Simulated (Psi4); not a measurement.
# UB3LYP/def2-QZVP (density fitting, core potential, sweep point 5) run of C2H3Te (SMILES C=C[Te])

Aim: the vertical ionisation energy of C2H3Te at UB3LYP/def2-QZVP (density fitting, core potential, sweep point 5), from 2 runs. 

The calculation is run with Psi4 1.11.

### 1 The molecule

C2H3Te has 6 atoms, charge 0, and is taken as a doublet. SMILES: `C=C[Te]`. The coordinates come from a PBE0-D4/def2-TZVP relaxation.

Bond lengths: C1–C2 1.335 Å, C2–Te3 2.072 Å, C1–H4 1.084 Å, C1–H5 1.087 Å, C2–H6 1.085 Å. Angles: C1–C2–Te3 122.8°, C1–C2–H6 120.3°, Te3–C2–H6 116.9°, C2–C1–H4 121.8°, C2–C1–H5 120.9°, H4–C1–H5 117.3°.

### 2 The energy at UB3LYP/def2-QZVP (density fitting, core potential, sweep point 5)

input.dat

```
memory 1.6 GB

molecule {
  0 2
  C     -0.421200     0.153700    -0.624900
  C      0.285200     0.088300     0.506200
  Te     1.239900    -1.640400     1.133500
  H     -0.532000    -0.704000    -1.279000
  H     -0.910300     1.076900    -0.925600
  H      0.380700     0.961500     1.143500
  symmetry c1
}

set reference uks
set puream true
set scf_type df
set dft_radial_points 99
set dft_spherical_points 590
set maxiter 150

E, wfn = energy('b3lyp/def2-QZVP', return_wfn=True)
```

On the command line:

```sh
$ psi4 input.dat output.dat -n 1
```

output.dat:

```text
[...]
    !!!  WARNING: ECP capability is in beta. Please check occupations closely.  !!!
[...]
  Running in c1 symmetry.
[...]
  Nuclear repulsion =  102.143339092965476
[...]
  Multiplicity = 2
[...]
  Nalpha       = 20
  Nbeta        = 19
[...]
    Number of basis functions: 286
[...]
   @DF-UKS iter   1:  -345.42681473444691   -1.53018e+00   4.07695e-03 ADIIS/DIIS
[...]
   @DF-UKS iter  12:  -346.12119743290543   -2.34112e-07   4.72332e-07 DIIS
[...]
   @S^2 Observed:                7.605934885E-01
[...]
    Orbital Energies [Eh]
    ---------------------
    Alpha Occupied:
       1A    -10.212201     2A    -10.204645     3A     -6.262243
       4A     -4.398704     5A     -4.393750     6A     -4.383189
       7A     -1.596816     8A     -1.595631     9A     -1.586300
      10A     -1.582708    11A     -1.580916    12A     -0.793433
      13A     -0.643416    14A     -0.563923    15A     -0.477684
      16A     -0.428194    17A     -0.328044    18A     -0.327821
      19A     -0.242165    20A     -0.221309
    Alpha Virtual:
      21A     -0.031386    22A     -0.013145    23A      0.029133
      24A      0.050556    25A      0.062994    26A      0.101088
[...]
  @DF-UKS Final Energy:  -346.12119743290543
   => Energetics <=
    Nuclear Repulsion Energy =            102.1433390929654763
    One-Electron Energy =                -774.3702681954961236
    Two-Electron Energy =                 352.6742546790882216
    DFT Exchange-Correlation Energy =     -26.5685230094629503
    Empirical Dispersion Energy =           0.0000000000000000
    VV10 Nonlocal Energy =                  0.0000000000000000
    Total Energy =                       -346.1211974329054328
[...]
 Multipole Moments:
 ------------------------------------------------------------------------------------
     Multipole            Electronic (a.u.)      Nuclear  (a.u.)        Total (a.u.)
 ------------------------------------------------------------------------------------
 L = 1.  Multiply by 2.5417464519 to convert [e a0] to [Debye]
 Dipole X            :         21.3850564          -21.6896127           -0.3045562
 Dipole Y            :        -28.5459639           28.9502457            0.4042818
 Dipole Z            :         19.6447193          -19.9245776           -0.2798583
 Magnitude           :                                                    0.5783761
[...]
```

Run time: 81 s. Hardware: 1 thread of Intel Xeon Platinum 8559C (Emerald Rapids), shared host; peak memory 1.3 GiB.

### 3 The singlet cation at the same level

input.inp

```
memory 1600 mb

molecule {
  1 1
  C     -0.421200     0.153700    -0.624900
  C      0.285200     0.088300     0.506200
  Te     1.239900    -1.640400     1.133500
  H     -0.532000    -0.704000    -1.279000
  H     -0.910300     1.076900    -0.925600
  H      0.380700     0.961500     1.143500
  symmetry c1
}

set {
  basis                def2-QZVP
  puream               true
  scf_type             df
  dft_radial_points    99
  dft_spherical_points 590
}

energy("b3lyp")
print_variables()
```

On the command line:

```sh
$ psi4 input.inp input.out -n 1
```

input.out:

```text
[...]
    !!!  WARNING: ECP capability is in beta. Please check occupations closely.  !!!
[...]
  Running in c1 symmetry.
[...]
  Nuclear repulsion =  102.143339092965476
[...]
  Multiplicity = 1
[...]
  Nalpha       = 19
  Nbeta        = 19
[...]
    Number of basis functions: 286
[...]
   @DF-RKS iter   1:  -345.34720918172161   -1.45058e+00   3.41911e-03 DIIS/ADIIS
[...]
   @DF-RKS iter  10:  -345.79395254341796   -6.87002e-07   7.98175e-07 DIIS
[...]
    Orbital Energies [Eh]
    ---------------------
    Doubly Occupied:
       1A    -10.445199     2A    -10.439631     3A     -6.530077
       4A     -4.672898     5A     -4.658706     6A     -4.646976
       7A     -1.868284     8A     -1.865540     9A     -1.855347
      10A     -1.843642    11A     -1.842745    12A     -1.020136
      13A     -0.873072    14A     -0.781851    15A     -0.695263
      16A     -0.647530    17A     -0.551971    18A     -0.540918
      19A     -0.449084
[...]
  @DF-RKS Final Energy:  -345.79395254341796
   => Energetics <=
    Nuclear Repulsion Energy =            102.1433390929654763
    One-Electron Energy =                -764.7304115838081771
    Two-Electron Energy =                 343.1299616419968288
    DFT Exchange-Correlation Energy =     -26.3368416945720618
    Empirical Dispersion Energy =           0.0000000000000000
    VV10 Nonlocal Energy =                  0.0000000000000000
    Total Energy =                       -345.7939525434179586
[...]
 Multipole Moments:
 ------------------------------------------------------------------------------------
     Multipole            Electronic (a.u.)      Nuclear  (a.u.)        Total (a.u.)
 ------------------------------------------------------------------------------------
 L = 1.  Multiply by 2.5417464519 to convert [e a0] to [Debye]
 Dipole X            :         20.8228621          -21.6896127           -0.8667505
 Dipole Y            :        -27.9020386           28.9502457            1.0482071
 Dipole Z            :         19.0690614          -19.9245776           -0.8555162
 Magnitude           :                                                    1.6068300
[...]
```

It took 42 s on 1 thread of Intel Xeon Platinum 8559C (Emerald Rapids), shared host; peak memory 1.2 GiB.

### 4 Summary of results

Level: UB3LYP/def2-QZVP (density fitting, core potential, sweep point 5).

```
                                          quantity          value
                      doublet C2H3Te: total energy  -346.12120 Eh
                     doublet C2H3Te: dipole moment         1.47 D
doublet C2H3Te: HOMO energy (highest over α and β)       -5.79 eV
 doublet C2H3Te: LUMO energy (lowest over α and β)       -4.13 eV
                              doublet C2H3Te: ⟨S²⟩          0.761
                      singlet cation: total energy  -345.79395 Eh
                       singlet cation: HOMO energy      -12.22 eV
                       singlet cation: LUMO energy      -11.21 eV
                     singlet cation: HOMO–LUMO gap        1.01 eV
vertical ionisation energy (to the singlet cation)       8.905 eV
```

In words: The vertical ionisation energy comes to 8.90 eV (859 kJ/mol). Only the singlet of the ionised species was computed; a triplet could lie lower.
